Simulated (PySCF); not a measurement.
**[Pb2]2+: other spin states and a change of charge**

Aim: at the relaxed geometry of [Pb2]2+, try other spin states and a change of charge. The structure is generated, not taken from experiment.

Method: B3LYP, Pb def2-SVP with ECP60; scalar-relativistic core potentials, no spin–orbit coupling; program: PySCF 2.14.0.

3 further runs of the same task are left out: 2 for a known fault of the program, 1 that didn't finish.

### 1 The system as given

2 atoms, charge 2, spin multiplicity 1.

No contacts short enough for the rule that draws bonds.

As a file:

```csv
atom,x (Å),y (Å),z (Å)
Pb1,0.00000,0.00000,1.78130
Pb2,0.00000,0.00000,-1.78130
```

An earlier session relaxed this geometry at B3LYP, Pb def2-SVP with ECP60 (singlet, point group D∞h).

Its energy there is -385.210899 Eh.

### 2 Multiplicity 3 at the relaxed geometry

run.py (the lines that set the calculation) reads:

```python
mol = gto.M(atom='''
Pb     0.00000     0.00000     1.78130
Pb     0.00000     0.00000    -1.78130''',
    basis={'Pb': 'def2-SVP'},
    ecp={'Pb': 'def2-SVP'},
    charge=2, spin=2)
mf = dft.UKS(mol, xc='B3LYP')
mf.grids.atom_grid = (50, 194)
mf = mf.density_fit()  # fitting sets: Pb def2-universal-JKFIT
mf.conv_tol = 1e-08; mf.max_cycle = 55
mf.kernel(dm0)  # dm0: free metal ions and neutral atoms
```

Started as:

```bash
OMP_NUM_THREADS=2 python run.py
```

The program printed:

```text
init E= -381.291231146319
cycle= 1 E= -385.020142599056  delta_E= -3.73  |g|= 0.63  |ddm|= 2.39
  HOMO = -0.489465644529  LUMO = -0.454841676554  gap/eV = 0.94217
cycle= 2 E= -385.145724435361  delta_E= -0.126  |g|= 0.353  |ddm|= 2.06
  HOMO = -0.539022024497  LUMO = -0.508158316191  gap/eV = 0.83984
cycle= 3 E= -385.195801505562  delta_E= -0.0501  |g|= 0.00931  |ddm|= 0.621
  HOMO = -0.537943542302  LUMO = -0.506553489132  gap/eV = 0.85417
cycle= 4 E= -385.195872020413  delta_E= -7.05e-05  |g|= 0.00415  |ddm|= 0.0302
  HOMO = -0.538643782813  LUMO = -0.507188891094  gap/eV = 0.85593
cycle= 5 E= -385.195887479193  delta_E= -1.55e-05  |g|= 0.0002  |ddm|= 0.0083
  HOMO = -0.538723864696  LUMO = -0.507271627577  gap/eV = 0.85586
cycle= 6 E= -385.195887512177  delta_E= -3.3e-08  |g|= 2.41e-05  |ddm|= 0.000781
  HOMO = -0.53871724457  LUMO = -0.50726252345  gap/eV = 0.85593
cycle= 7 E= -385.195887512745  delta_E= -5.68e-10  |g|= 2.28e-06  |ddm|= 7.19e-05
  HOMO = -0.538716917999  LUMO = -0.50726211351  gap/eV = 0.85593
Extra cycle  E= -385.19588751276  delta_E= -1.5e-11  |g|= 7.69e-07  |ddm|= 1.18e-05
converged SCF energy = -385.19588751276  <S^2> = 2.0014778  2S+1 = 3.0009851
```

Wall time 0.5 s (2 threads of Arm Neoverse V1, shared host).

Read off: E = -385.195888 Eh (+0.408 eV from the relaxed state), HOMO -14.66 eV, LUMO -13.80 eV (over both spins), ⟨S²⟩ = 2.001, Mulliken charge on Pb1 +1.00 e. 

### 3 Multiplicity 5 at the relaxed geometry

run.py (the lines that set the calculation): that of step 2 with these lines changed.

```diff
@@ -5,3 +5,3 @@
     ecp={'Pb': 'def2-SVP'},
-    charge=2, spin=2)
+    charge=2, spin=4)
 mf = dft.UKS(mol, xc='B3LYP')
```

Started as:

```bash
OMP_NUM_THREADS=2 python run.py
```

The program printed:

```text
init E= -381.354668505465
cycle= 1 E= -384.74939604268  delta_E= -3.39  |g|= 0.593  |ddm|= 2.55
cycle= 2 E= -384.861498841805  delta_E= -0.112  |g|= 0.308  |ddm|=  1.7
cycle= 3 E= -384.899106101252  delta_E= -0.0376  |g|= 0.00684  |ddm|= 0.491
cycle= 4 E= -384.899142629948  delta_E= -3.65e-05  |g|= 0.0027  |ddm|= 0.0229
cycle= 5 E= -384.899149652034  delta_E= -7.02e-06  |g|= 0.000228  |ddm|= 0.0056
cycle= 6 E= -384.899149698087  delta_E= -4.61e-08  |g|= 2.4e-05  |ddm|= 0.000632
cycle= 7 E= -384.899149698884  delta_E= -7.97e-10  |g|= 2.01e-06  |ddm|= 8.23e-05
Extra cycle  E= -384.899149698889  delta_E= -5.74e-12  |g|= 7.03e-07  |ddm|= 6.58e-06
converged SCF energy = -384.899149698889  <S^2> = 6.0011899  2S+1 = 5.0004759
```

Run time: 0.5 s. Hardware: 2 threads of Arm Neoverse V1, shared host.

It gives: E = -384.899150 Eh (+8.483 eV from the relaxed state), HOMO -15.31 eV, LUMO -21.98 eV (over both spins), ⟨S²⟩ = 6.001, Mulliken charge on Pb1 +1.00 e. An empty level of one spin lies below a filled level of the other.

### 4 One electron removed, multiplicity 2

run.py (the lines that set the calculation): that of step 3 with these lines changed.

```diff
@@ -5,3 +5,3 @@
     ecp={'Pb': 'def2-SVP'},
-    charge=2, spin=4)
+    charge=3, spin=1)
 mf = dft.UKS(mol, xc='B3LYP')
@@ -10,2 +10,2 @@
 mf.conv_tol = 1e-08; mf.max_cycle = 55
-mf.kernel(dm0)  # dm0: free metal ions and neutral atoms
+mf.kernel(dm0)  # dm0: the density of the relaxed state
```

Started as:

```bash
OMP_NUM_THREADS=2 python run.py
```

The program printed:

```text
init E= -385.216899090338
  HOMO = -0.551338267659  LUMO = -0.544896732901  gap/eV = 0.17528
cycle= 1 E= -384.571274673496  delta_E= 0.646  |g|= 0.09  |ddm|= 0.764
  HOMO = -0.79984384561  LUMO = -0.731734229306  gap/eV = 1.85336
cycle= 2 E= -384.578520554775  delta_E= -0.00725  |g|= 0.0472  |ddm|= 0.462
  HOMO = -0.78728823108  LUMO = -0.716837262819  gap/eV = 1.91707
cycle= 3 E= -384.579859928793  delta_E= -0.00134  |g|= 0.00332  |ddm|=  0.1
  HOMO = -0.786421573831  LUMO = -0.714625770285  gap/eV = 1.95366
cycle= 4 E= -384.579868761317  delta_E= -8.83e-06  |g|= 0.00123  |ddm|= 0.0089
  HOMO = -0.78639373477  LUMO = -0.714475044924  gap/eV = 1.95701
cycle= 5 E= -384.579869736262  delta_E= -9.75e-07  |g|= 0.000227  |ddm|= 0.00285
  HOMO = -0.786447960749  LUMO = -0.714477494733  gap/eV = 1.95842
cycle= 6 E= -384.579869790453  delta_E= -5.42e-08  |g|= 1.52e-05  |ddm|= 0.000574
  HOMO = -0.786451346184  LUMO = -0.714478339349  gap/eV = 1.95849
cycle= 7 E= -384.579869790937  delta_E= -4.84e-10  |g|= 1.49e-06  |ddm|= 7.05e-05
  HOMO = -0.786450962538  LUMO = -0.714478143367  gap/eV = 1.95848
Extra cycle  E= -384.579869790941  delta_E= -3.24e-12  |g|= 4.68e-07  |ddm|= 5e-06
converged SCF energy = -384.579869790941  <S^2> = 0.75147152  2S+1 = 2.001471
```

Wall time 0.5 s (2 threads of Arm Neoverse V1, shared host).

Read off: E = -384.579870 Eh (+17.171 eV from the relaxed state), HOMO -21.40 eV, LUMO -19.44 eV (over both spins), ⟨S²⟩ = 0.751, Mulliken charge on Pb1 +1.50 e. 

### 5 One electron added, multiplicity 2

run.py (the lines that set the calculation): that of step 4 with these lines changed.

```diff
@@ -5,3 +5,3 @@
     ecp={'Pb': 'def2-SVP'},
-    charge=3, spin=1)
+    charge=1, spin=1)
 mf = dft.UKS(mol, xc='B3LYP')
```

Started as:

```bash
OMP_NUM_THREADS=2 python run.py
```

The program printed:

```text
init E= -385.216353896977
  HOMO = -0.488052167349  LUMO = -0.484855488087  gap/eV = 0.08699
cycle= 1 E= -385.615009024201  delta_E= -0.399  |g|= 0.088  |ddm|= 0.751
  HOMO = -0.323046854904  LUMO = -0.28091951952  gap/eV = 1.14634
cycle= 2 E= -385.621427119111  delta_E= -0.00642  |g|= 0.0638  |ddm|= 0.528
  HOMO = -0.337813556704  LUMO = -0.295316208873  gap/eV = 1.15641
cycle= 3 E= -385.62414425047  delta_E= -0.00272  |g|= 0.00262  |ddm|= 0.136
  HOMO = -0.34027073238  LUMO = -0.297496135779  gap/eV = 1.16396
cycle= 4 E= -385.624148301674  delta_E= -4.05e-06  |g|= 0.000882  |ddm|= 0.00867
  HOMO = -0.340351228261  LUMO = -0.297543654287  gap/eV = 1.16485
cycle= 5 E= -385.62414871733  delta_E= -4.16e-07  |g|= 0.000274  |ddm|= 0.00201
  HOMO = -0.340339781825  LUMO = -0.297523116154  gap/eV = 1.16510
cycle= 6 E= -385.624148784811  delta_E= -6.75e-08  |g|= 4.9e-06  |ddm|= 0.000546
  HOMO = -0.340338095368  LUMO = -0.297520739776  gap/eV = 1.16512
cycle= 7 E= -385.624148784859  delta_E= -4.71e-11  |g|= 6.53e-07  |ddm|= 2.43e-05
  HOMO = -0.340338102226  LUMO = -0.29752071784  gap/eV = 1.16512
Extra cycle  E= -385.624148784868  delta_E= -8.98e-12  |g|= 8.01e-07  |ddm|= 1.08e-05
converged SCF energy = -385.624148784868  <S^2> = 0.7506358  2S+1 = 2.0006357
```

Run time: 0.5 s. Hardware: 2 threads of Arm Neoverse V1, shared host.

Result: E = -385.624149 Eh (-11.245 eV from the relaxed state), HOMO -9.26 eV, LUMO -8.20 eV (over both spins), ⟨S²⟩ = 0.751, Mulliken charge on Pb1 +0.50 e. 

### 6 Results

| state | energy from the relaxed state (eV) | ⟨S²⟩ | time |
| --- | --- | --- | --- |
| charge +2, singlet, vacuum (relaxed) | 0 | 0.00 |  |
| charge +1, doublet, vacuum | -11.25 | 0.75 | 0.5 s |
| charge +2, triplet, vacuum | 0.41 | 2.00 | 0.5 s |
| charge +2, quintet, vacuum | 8.48 | 6.00 | 0.5 s |
| charge +3, doublet, vacuum | 17.17 | 0.75 | 0.5 s |

An electron taken off or put on is at rest in vacuum. 

Removing an electron vertically costs 17.17 eV (doublet), against −HOMO = 14.92 eV. Adding an electron vertically releases 11.25 eV (doublet). The triplet lies 0.41 eV above at this geometry. The bases are small and lack diffuse functions. Spin–orbit coupling is left out.
